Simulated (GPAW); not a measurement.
# BiS (R-3m) in GPAW: single point with PBE

Aim: the single point of BiS with PBE.

Program: GPAW 26.7.0. These are calculated values, not measurements. Logs are shortened: lines on timing, memory, paths and dates and some standing lists are left out, and cuts for length are marked. The log counts tension as positive stress, the text compression.

### Step 1. The cell of the first run

Symmetry: R-3m, No. 166, trigonal system. Conventional cell: a = 4.261 Å, b = 4.261 Å, c = 10.501 Å, α = 90.00°, β = 90.00°, γ = 120.00°. Bi (site symmetry -3m) has 6 S at 3.02 Å as nearest neighbours. Around S (site symmetry -3m) lie 6 Bi at 3.02 Å.

The cell was built by a generator and needn't be a form met in nature.

### Step 2. Single point, PBE (strain = 0.01)

run.py reads:

```python
from ase import Atoms
from ase.dft.bandgap import bandgap
from ase.io import write
from ase.units import Bohr, GPa
from gpaw import GPAW, PW
from gpaw.elf import elf_from_dft_calculation

atoms = Atoms(['Bi', 'S'],
              cell=[[2.1303635787, 1.229965981, 3.50048748],
                    [-2.1303635787, 1.229965981, 3.50048748],
                    [0.0, -2.4599319721, 3.50048748]],
              scaled_positions=[[0.0, 0.0, 0.0],
                                [0.5, 0.5, 0.5]],
              pbc=True)

calc = GPAW(mode=PW(600),
            xc='PBE',
            kpts={'size': (8, 8, 8), 'gamma': True},
            occupations={'name': 'fermi-dirac', 'width': 0.05},
            nbands=20,
            convergence={'density': 1e-05, 'energy': 1e-05},
            maxiter=150,
            txt='gpaw.txt')
atoms.calc = calc
energy = atoms.get_potential_energy()
forces = atoms.get_forces()
stress = atoms.get_stress()
calc.write('gs.gpw')
write('result.traj', atoms)
print(f'Energy: {energy:.6f} eV')
print('Forces (eV/A):')
print(forces.round(4))
print('Stress (GPa):', (stress / GPa).round(3))
print('Fermi level:', round(calc.get_fermi_level(), 4), 'eV')
print(f'Gap: {bandgap(calc)[0]:.4f} eV, direct: {bandgap(calc, direct=True)[0]:.4f} eV')

# fields on the real-space grid
write('density.cube', atoms, data=calc.get_pseudo_density() * Bohr**3)
write('potential.cube', atoms, data=calc.get_electrostatic_potential())
write('elf.cube', atoms, data=elf_from_dft_calculation(calc).data)
```

Potentials or basis: GPAW PAW data sets (gpaw-data 1.2.1), pw.

Launch:

```sh
$ OMP_NUM_THREADS=1 python run.py
```

gpaw.txt:

```text
__  _  _
 | _ |_)|_||  |
 |__||  | ||/\| - 26.7.0

Input parameters:
  mode=PW(ecut=600.0),
  convergence={'density': 1e-05, 'energy': 1e-05},
  kpts=MonkhorstPack(size=(8, 8, 8), gamma=True),
  maxiter=150,
  nbands=20,
  occupations=Occupations(name='fermi-dirac', width=0.05),
  xc=XC(name='PBE')

Diagonalizing LCAO Hamiltonian
Converting LCAO to pw mode

       S

       Bi

Atoms  # Å, Bohr magnetons
|   | symbol |        x |         y |        z |    initial magnetic moments |
|---|--------|----------|-----------|----------|-----------------------------|
| 0 |     Bi | 0.000000 |  0.000000 | 0.000000 | ( 0.0000,  0.0000,  0.0000) |
| 1 |      S | 0.000000 | -0.000000 | 5.250731 | ( 0.0000,  0.0000,  0.0000) |

Unit cell  # Å
| periodic |         x |         y |        z |  lengths |    angles |
|----------|-----------|-----------|----------|----------|-----------|
|      yes |  2.130364 |  1.229966 | 3.500487 | 4.278397 | 59.726953 |
|      yes | -2.130364 |  1.229966 | 3.500487 | 4.278397 | 59.726953 |
|      yes |  0.000000 | -2.459932 | 3.500487 | 4.278397 | 59.726953 |

Number of symmetries: 4
Symmetry operations  # r_c * U_cc + t_c -> r_c
|   | kind |            matrix            |
|---|------|------------------------------|
| 0 |  E   |  1, 0, 0,  0, 1, 0,  0, 0, 1 |
| 1 |  σ   |  0, 1, 0,  1, 0, 0,  0, 0, 1 |
| 2 |  C2  |  0,-1, 0, -1, 0, 0,  0, 0,-1 |
| 3 |  i   | -1, 0, 0,  0,-1, 0,  0, 0,-1 |

BZ-sampling:
  Number of BZ points: 512
  Number of IBZ points: 150

  Monkhorst-Pack size: [8, 8, 8]
  Monkhorst-Pack shift: [0.0625, 0.0625, 0.0625]

K-points  # in reciprocal-cell coordinates
|     |                                coordinates |     weight |
|-----|--------------------------------------------|------------|
|   0 | (  0.00000000,   0.00000000,   0.00000000) | 0.00195312 |
|   1 | (  0.00000000,   0.00000000,   0.12500000) | 0.00390625 |
|   2 | (  0.00000000,   0.00000000,   0.25000000) | 0.00390625 |
|   3 | (  0.00000000,   0.00000000,   0.37500000) | 0.00390625 |
|   4 | (  0.00000000,   0.00000000,   0.50000000) | 0.00195312 |
|   5 | (  0.12500000,  -0.12500000,   0.00000000) | 0.00390625 |
|   6 | (  0.12500000,  -0.12500000,   0.12500000) | 0.00781250 |
|   7 | (  0.12500000,  -0.12500000,   0.25000000) | 0.00781250 |
|   8 | (  0.12500000,  -0.12500000,   0.37500000) | 0.00781250 |
|   9 | (  0.12500000,  -0.12500000,   0.50000000) | 0.00390625 |
| ... |                                            |            |
| 149 | (  0.50000000,   0.50000000,   0.50000000) | 0.00195312 |

Plane wave coefficients: 1856
Cutoff: 600.0 eV

Spin-components: 1 (collinear spins)
Bands:           20
Projectors:      11
Spin-degeneracy: 2
Datatype:        complex128

Parallelization:
  kpt:    1
  domain: 1
  band:   1

Density:
  Valence electrons: 21.0
  Components: 1
  Grid points: [25 25 25]
  Charge: 0.0  # |e|

Potential:
  Grid points: [25 25 25]

species:
  Bi:
    name:    Bismuth
    Z:       83.0
    valence: 15
    core:    68
    charge:  0.0  # [|e|]
    compensation charges:
      type: gauss
      rc: 0.38  # [Å]
      lmax: 2
    cutoffs:
      filter: 2.23  # [Å]
      core: 2.33  # [Å]
    projectors
    | kind |    occ | energy [eV] | rcut [Å] |
    |------|--------|-------------|----------|
    |   6s |  2.000 |     -14.385 |    1.286 |
    |   6p |  3.000 |      -4.580 |    1.275 |
    |   5d | 10.000 |     -27.119 |    1.349 |
    |    s |        |      12.827 |    1.286 |
    |    p |        |      22.631 |    1.275 |
    |    d |        |       0.093 |    1.349 |

    Using partial waves for Bi as LCAO basis

  S:
    name:    Sulfur
    Z:       16.0
    valence: 6
    core:    10
    charge:  0.0  # [|e|]
    compensation charges:
      type: gauss
      rc: 0.24  # [Å]
      lmax: 2
    cutoffs:
      filter: 1.77  # [Å]
      core: 1.66  # [Å]
    projectors
    | kind |    occ | energy [eV] | rcut [Å] |
    |------|--------|-------------|----------|
    |   3s |  2.000 |     -17.254 |    0.974 |
    |   3p |  4.000 |      -7.008 |    0.979 |
    |    s |        |       9.957 |    0.974 |
    |    p |        |      20.203 |    0.979 |
    |    d |        |       0.000 |    0.900 |

    Using partial waves for S as LCAO basis

Reference energy: -595706.002850  # eV

eigensolver:
  PPCG
  Converge bands: occupied
  niter=2

density mixing:
  MSR1-Mixer
  Pratt-step length: 0.05
  Maximum mixing coefficient: 0.75
  Old densities: 10
  SVD Regularization: 0.005
  Good broyden scale: 1.0
  Trust region scale: 1.0
  Backstep threshold: 4.0
  History deletion threshold: 6.0
  Fourier metric: weight=20.0, sigma=0.015

occupation numbers:
  Fermi-Dirac:
    width: 0.0500  # eV

poisson solver:
  ecut: 4800.0  # eV

xc functional:
  name: PBE with 2 nearest neighbor stencil

convergence criteria:
[... 6 lines left out ...]
|iter     | |      energy | eigst |  dens |
|---------|-|-------------|-------|-------|
|iter:   1| |   -9.216416 | -0.39 |       |
|iter:   2| |   -9.126716 | -2.44 | -1.21 |
|iter:   3| |   -8.888660 | -2.42 | -1.27 |
|iter:   4| |   -8.889136 | -3.63 | -1.86 |
|iter:   5| |   -8.890075 | -4.09 | -2.14 |
|iter:   6| |   -8.890119 | -5.46 | -3.23 |
|iter:   7| |   -8.890133c| -5.77 | -3.64 |
|iter:   8| |   -8.890133c| -7.61c| -4.50 |
|iter:   9| |   -8.890133c| -7.80c| -5.10c|

Converged in 9 steps
Energy contributions relative to reference atoms: (reference = -595706.002850)

Energy contributions:
  Kinetic:          18.476214
  Coulomb:         -18.415597
  Zero:             -1.381618
  External:          0.000000
  Xc:               -7.562236
  Entropy:          -0.013792
  Spinorbit:         0.000000
  ----------------------------
  Free energy:      -8.897029
  Extrapolated:     -8.890133

dipole moment: (0.000000, 0.000000, -40.889351)  # |e|*Ang

Fermi level: 6.470
Eigenvalues  # (at kpt = [0.000, 0.000, 0.000])
| band index |      eig [eV] | occ [0-2] |
|------------|---------------|-----------|
|          0 |       -17.277 |     2.000 |
|        ... |               |           |
|          2 |       -17.276 |     2.000 |
|          3 |       -17.270 |     2.000 |
|          4 |       -17.270 |     2.000 |
|          5 |        -8.206 |     2.000 |
|          6 |        -2.396 |     2.000 |
|          7 |         3.241 |     2.000 |
[... 8 lines left out ...]
|         16 |        13.436 |     0.000 |
|         17 |        13.928 |     0.000 |
|        ... |               |           |
|         19 |        14.168 |     0.000 |

No gap
No difference between direct/indirect transitions

Forces  # eV/Ang
|       x |       y |       z |
|---------|---------|---------|
| 0.00000 | 0.00000 | 0.00000 |  # Bi   0
| 0.00000 | 0.00000 | 0.00000 |  # S    1

Stress tensor  # eV/Ang^3
|         x |         y |         z |
|-----------|-----------|-----------|
|  0.015780 |  0.000000 | -0.000000 |
|  0.000000 |  0.015775 | -0.000004 |
| -0.000000 | -0.000004 |  0.014611 |

# Writing to gs.gpw (mode='')
```

Wall time 69 s (1 thread of Arm Neoverse V2, shared host); peak memory 0.29 GiB.

What came out:

```
Free energy            : -8.8970 eV
Pressure               : -2.5 GPa
Band gap on the k mesh : none (metal or under the smearing width)
```

Caveat: the density grid can change from cell to cell, which puts small steps into energies and stress; spin-orbit coupling is left out, which moves the levels of the heavy elements.
